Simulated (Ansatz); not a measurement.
**CH4FGaO2: small, medium and large basis sets**

How large a basis does CH4FGaO2 need? Two functionals are run in growing sets.

Program: Ansatz 0.2.0, Gaussian basis. Level of theory: one geometry, several basis sets. These are calculated values, not measurements.

Plan: PBE0-D4/def2-SVP; ωB97M-V/def2-SVP; PBE0-D4/def2-QZVPP; ωB97M-V/def2-QZVPP; the functionals' def2-TZVPP values are taken from earlier runs.

## 1. The relaxed structure

An earlier PBE0-D4 in a triple-zeta def2 set relaxation fixed the geometry.

SMILES `C[O][Ga]([OH])[F]`, 9 atoms, charge 0, spin multiplicity 1.

Atoms are counted from 1 here; the program's logs count them from 0.

Bond lengths: C1–O2 1.414 Å, C1–H6 1.095 Å, C1–H7 1.094 Å, C1–H8 1.094 Å, O2–Ga3 1.762 Å, Ga3–O4 1.763 Å, Ga3–F5 1.743 Å, O4–H9 0.960 Å. Angles: O2–C1–H6 113.1°, O2–C1–H7 109.3°, O2–C1–H8 109.4°, H6–C1–H7 108.3°, H6–C1–H8 108.3°, H7–C1–H8 108.3°, C1–O2–Ga3 122.9°, O2–Ga3–O4 123.5°, O2–Ga3–F5 118.5°, O4–Ga3–F5 118.0°, Ga3–O4–H9 112.8°.

## 2. PBE0-D4 in def2-SVP

in.yaml

```yaml
crystal:
  periodic: [false, false, false]
  atoms:
    - {symbol: C, position_ang: [0.370123, 1.381624, 0.715661]}
    - {symbol: O, position_ang: [-0.131194, 0.059998, 0.713553]}
    - {symbol: Ga, position_ang: [-0.194976, -0.938015, -0.737319]}
    - {symbol: O, position_ang: [-0.823047, -2.584676, -0.758400]}
    - {symbol: F, position_ang: [0.394346, -0.268095, -2.235085]}
    - {symbol: H, position_ang: [0.732770, 1.705786, -0.265295]}
    - {symbol: H, position_ang: [1.197181, 1.453188, 1.428451]}
    - {symbol: H, position_ang: [-0.419144, 2.069344, 1.034330]}
    - {symbol: H, position_ang: [-1.126079, -2.879153, 0.104105]}
basis:
  gaussian: {orbitals: def2-SVP}
hamiltonian: {xc: pbe0, dispersion: d4}
output: {orbitals: {seedname: orbitals}}
```

Launch:

```bash
$ ansatz run in.yaml --threads 4 --pin off --events-out ev --progress --plain --max-ram 10444MiB
```

The runs that follow: ωB97M-V in def2-SVP; PBE0-D4 in def2-QZVPP; ωB97M-V in def2-QZVPP.

**Question.** What will the summary of the whole plan be? Wanted: PBE0-D4: double and triple zeta above quadruple; ωB97M-V: double and triple zeta above quadruple.

The runs gave:

| quantity | value |
| --- | --- |
| PBE0-D4: double and triple zeta above quadruple | 18.18, 1.68 eV |
| ωB97M-V: double and triple zeta above quadruple | 18.32, 1.61 eV |

In words: PBE0-D4 gains 16.50 eV from double to triple zeta, then 1.68 eV more. These are total energies; as a rule much of such shifts cancels in differences, which this series doesn't test. The LUMO of ωB97M-V is positive and keeps falling with the basis (0.83 to 0.32 eV): an unbound level that the basis holds in place.
